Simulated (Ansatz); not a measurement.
# CH5ClNOTa: basis-set convergence

One table from this session's results is given with a row withheld; the runs are named, their logs left out.

Method: one geometry, several basis sets; program: Ansatz 0.2.0, Gaussian basis.

Plan: PBE0-D4/def2-SVP; ωB97M-V/def2-SVP; PBE0-D4/def2-QZVPP; ωB97M-V/def2-QZVPP; the functionals' def2-TZVPP values are taken from earlier runs.

### Structure used throughout

The geometry comes from an earlier relaxation with PBE0-D4 in a triple-zeta def2 set; it is a stationary point, not always the lowest conformer. Ta takes the def2 core potential; no spin-orbit term is included.

SMILES `[CH3][Ta]([NH2])(=[O])[Cl]`, 10 atoms, charge 0, spin multiplicity 1.

Atoms are counted from 1 here; the program's logs count them from 0.

Bond lengths: C1–Ta2 2.155 Å, C1–H6 1.095 Å, C1–H7 1.097 Å, C1–H8 1.093 Å, Ta2–N3 1.961 Å, Ta2–O4 1.711 Å, Ta2–Cl5 2.323 Å, N3–H9 1.009 Å, N3–H10 1.011 Å. Angles: Ta2–C1–H6 111.5°, Ta2–C1–H7 108.7°, Ta2–C1–H8 112.1°, H6–C1–H7 108.2°, H6–C1–H8 108.6°, H7–C1–H8 107.6°, C1–Ta2–N3 106.4°, C1–Ta2–O4 104.6°, C1–Ta2–Cl5 109.2°, N3–Ta2–O4 105.7°, N3–Ta2–Cl5 116.0°, O4–Ta2–Cl5 114.0°, Ta2–N3–H9 125.3°, Ta2–N3–H10 124.2°, H9–N3–H10 110.3°.

The first run:

File in.yaml:

```yaml
crystal:
  periodic: [false, false, false]
  atoms:
    - {symbol: C, position_ang: [-0.912868, 1.061733, -0.701882]}
    - {symbol: Ta, position_ang: [0.140000, -0.072342, 0.798066]}
    - {symbol: N, position_ang: [1.065992, -1.517006, -0.150422]}
    - {symbol: O, position_ang: [-1.092630, -0.831185, 1.710528]}
    - {symbol: Cl, position_ang: [1.485300, 1.360993, 2.035864]}
    - {symbol: H, position_ang: [-0.222421, 1.517808, -1.419291]}
    - {symbol: H, position_ang: [-1.472702, 1.864179, -0.206767]}
    - {symbol: H, position_ang: [-1.630791, 0.448245, -1.251669]}
    - {symbol: H, position_ang: [0.827994, -2.496427, -0.097103]}
    - {symbol: H, position_ang: [1.895326, -1.387199, -0.714322]}
basis:
  gaussian: {orbitals: def2-SVP}
hamiltonian: {xc: pbe0, dispersion: d4}
output: {orbitals: {seedname: orbitals}}
```

Steps of the session up to this table: PBE0-D4 in def2-SVP; ωB97M-V in def2-SVP; PBE0-D4 in def2-QZVPP; ωB97M-V in def2-QZVPP.

One table of the session follows, with a row left open; its other results are not shown here.

It belongs to the step «Density functionals: the series». 

| functional | basis | HOMO (eV) |
| --- | --- | --- |
| PBE0-D4 | def2-SVP | -8.31 |
| PBE0-D4 | def2-TZVPP | -8.36 |
| PBE0-D4 | def2-QZVPP | -8.38 |
| ωB97M-V | def2-SVP | -10.63 |
| ωB97M-V | def2-TZVPP | -10.71 |
| ωB97M-V | def2-QZVPP | ? |

Estimate the missing values for ωB97M-V, def2-QZVPP.

**Answer.** HOMO (eV): -10.73. In the column «HOMO (eV)» it is the lowest.
